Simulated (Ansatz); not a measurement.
# Al2O3: the cost of one run

Program: Ansatz 0.2.0. Level of theory: DFT LDA, scalar-relativistic, plane waves, PAW. These are calculated values, not measurements.

1 further run of the same task is left out (set aside as unsound or not needed). Runs told in other sessions of the task aren't counted.

**1. The starting structure**

Symmetry: Pnnm, No. 58, orthorhombic system. Conventional cell: a = 4.593 Å, b = 9.573 Å, c = 2.975 Å, α = 90.00°, β = 90.00°, γ = 90.00°. Al (site symmetry m) is surrounded by 4 O at 1.67 to 1.79 Å. O (site symmetry m) has 3 Al at 1.78 to 1.79 Å in its first shell of neighbours. O (site symmetry 2/m) has 2 Al at 1.67 Å in its first shell of neighbours.

As a file:

```
Al O
1.0
     4.59259    0.00000    0.00000
     0.00000    9.57312    0.00000
     0.00000    0.00000    2.97459
Al O
4 6
Cartesian
  1.9008 3.1687 1.4873
  2.6918 6.4044 1.4873
  4.1971 1.6179 0.0000
  0.3955 7.9553 0.0000
  3.3597 2.1318 1.4873
  0.0000 0.0000 0.0000
  3.5291 6.9184 0.0000
  1.0634 2.6548 0.0000
  1.2329 7.4413 1.4873
  2.2963 4.7866 1.4873
```

It goes back to an entry of the Materials Project, which need not be the stable form.

This cell was relaxed beforehand with the same method: volume 13.08 Å³/atom, gap on the mesh 3.47 eV.

**2. The reference cell**

Reference values: F = -5397.7705 eV; pressure -0.03 GPa; largest force 0.003 eV/Å; gap on the mesh 3.47 eV. It was computed beforehand with the settings of the runs below.

**3. Harmonic modes of this cell**

input.yaml reads:

```yaml
crystal:
  lattice:
    - [4.5925858775, 0.0, 0.0]
    - [0.0, 9.5731209242, 0.0]
    - [0.0, 0.0, 2.9745878627]
  atoms:
    - { symbol: Al, position: [0.4138788218, 0.3309999354, 0.5] }
    - { symbol: Al, position: [0.5861211782, 0.6690000646, 0.5] }
    - { symbol: Al, position: [0.9138788218, 0.1690000646, 0.0] }
    - { symbol: Al, position: [0.0861211782, 0.8309999354, 0.0] }
    - { symbol: O, position: [0.7315553874, 0.2226862106, 0.5] }
    - { symbol: O, position: [0.0, 0.0, 0.0] }
    - { symbol: O, position: [0.7684446126, 0.7226862106, 0.0] }
    - { symbol: O, position: [0.2315553874, 0.2773137894, 0.0] }
    - { symbol: O, position: [0.2684446126, 0.7773137894, 0.5] }
    - { symbol: O, position: [0.5, 0.5, 0.5] }
basis:
  ecutwfc: 420
kpoints:
  mp_grid: { grid: [6, 4, 8] }
hamiltonian:
  xc: lda
scf:
  occupations: { method: gaussian, width: 0.05 }
output:
  eigenvalues: true
phonons:
  method: fd
  supercell: [1, 1, 1]
  amplitude: 0.02
  eigenvectors: true
  dielectric: false
```

Command:

```
$ ansatz run input.yaml --threads 2 --pin off --max-ram 5120MiB --backend cpu --events-out ev --progress --plain --runs-dir out
```

Q: Estimate wall time and peak memory on 2 threads of Intel Xeon Platinum 8488C (Sapphire Rapids), shared host.

About 2.8 min, with a peak of 0.72 GiB.
